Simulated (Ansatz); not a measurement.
# AlGaN2: a tetragonal deformation path

One table from this session's results is given with a row withheld; the runs are named, their logs left out.

Method: DFT r2SCAN, scalar-relativistic, plane waves, PAW, in Ansatz 0.2.0.

## The system as given

Symmetry: P-4m2, No. 115, tetragonal system. Conventional cell: a = 3.141 Å, b = 3.141 Å, c = 4.424 Å, α = 90.00°, β = 90.00°, γ = 90.00°. Al (site symmetry -4m2) has 4 N at 1.89 Å in its first shell of neighbours. Ga (site symmetry -4m2) has 4 N at 1.95 Å in its first shell of neighbours. Around N (site symmetry 2mm) lie 2 Al at 1.89 Å and 2 Ga at 1.95 Å.

Structure file:

```xyz
4
Lattice="3.1409 0.0000 0.0000 0.0000 3.1409 0.0000 0.0000 0.0000 4.4238" Properties=species:S:1:pos:R:3 pbc="T T T"
Al    1.5704    1.5704    2.2119
Ga    0.0000    0.0000    0.0000
N     1.5704    0.0000    3.2660
N     0.0000    1.5704    1.1579
```

It goes back to an entry of the Materials Project, which need not be the stable form.

No relaxation comes first: the listed cell is the starting point.

## Zero of energy

Reference values: F = -5104.8075 eV; pressure -0.37 GPa; largest force 0.093 eV/Å; gap on the mesh 3.35 eV. It was computed beforehand with the settings of the runs below.

The first run:

At fixed volume and fractional coordinates, lengths along (0.000, 0.000, 1.000) are scaled against those across it; ρ is that ratio over its starting value.

Contents of input.yaml:

```yaml
crystal:
  lattice:
    - [3.3157208543, 0.0, 0.0]
    - [0.0, 3.3157208543, 0.0]
    - [0.0, 0.0, 3.9695854895]
  atoms:
    - { symbol: Al, position: [0.5, 0.5, 0.5] }
    - { symbol: Ga, position: [0.0, 0.0, 0.0] }
    - { symbol: "N", position: [0.5, 0.0, 0.73826481] }
    - { symbol: "N", position: [0.0, 0.5, 0.26173519] }
basis:
  ecutwfc: 500
kpoints:
  mp_grid: { grid: [8, 8, 6] }
hamiltonian:
  xc: r2scan
scf:
  occupations: { method: gaussian, width: 0.05 }
output:
  forces: true
  stress: true
  eigenvalues: true
```

The run is started by

```sh
$ ansatz run input.yaml --threads 1 --pin off --max-ram 2560MiB --backend cpu --events-out ev --progress --plain --runs-dir out
```

Steps of the session up to this table: At ρ = 0.850; At ρ = 1.200; Point ρ = 0.920; At ρ = 1.100; Point ρ = 0.960; At ρ = 1.050; At ρ = 0.800; ρ = 1.300.

One table of the session follows, with a row left open; its other results are not shown here.

```
    ρ  ΔE (meV/atom)  pressure (GPa)  gap on the mesh (eV)
0.800          111.2            -4.6                  2.89
0.850           63.7            -2.7                  3.10
0.920           18.9            -1.0                  3.33
0.960            4.9            -0.6                  3.39
1.000            0.0            -0.4                  3.35
1.050            8.1            -0.5                  3.27
1.100           33.5            -0.9                  3.14
1.200              ?               ?                     ?
1.300          329.2            -3.6                  1.94
```

**Question.** Estimate the row for ρ = 1.200.

Worked estimate for «ΔE (meV/atom)». A straight line through the neighbours (1.100, 33.5) and (1.300, 329.2) gives 33.5 + (329.2 − 33.5) × (1.200 − 1.100) / (1.300 − 1.100) = 181.3; a parabola fitted to 3 rows on both sides gives 142.5.

**Answer.** ΔE (meV/atom): 141.2; pressure (GPa): -2.1; gap on the mesh (eV): 2.69. In «ΔE (meV/atom)» the line misses by +40.1 and the parabola by +1.3.
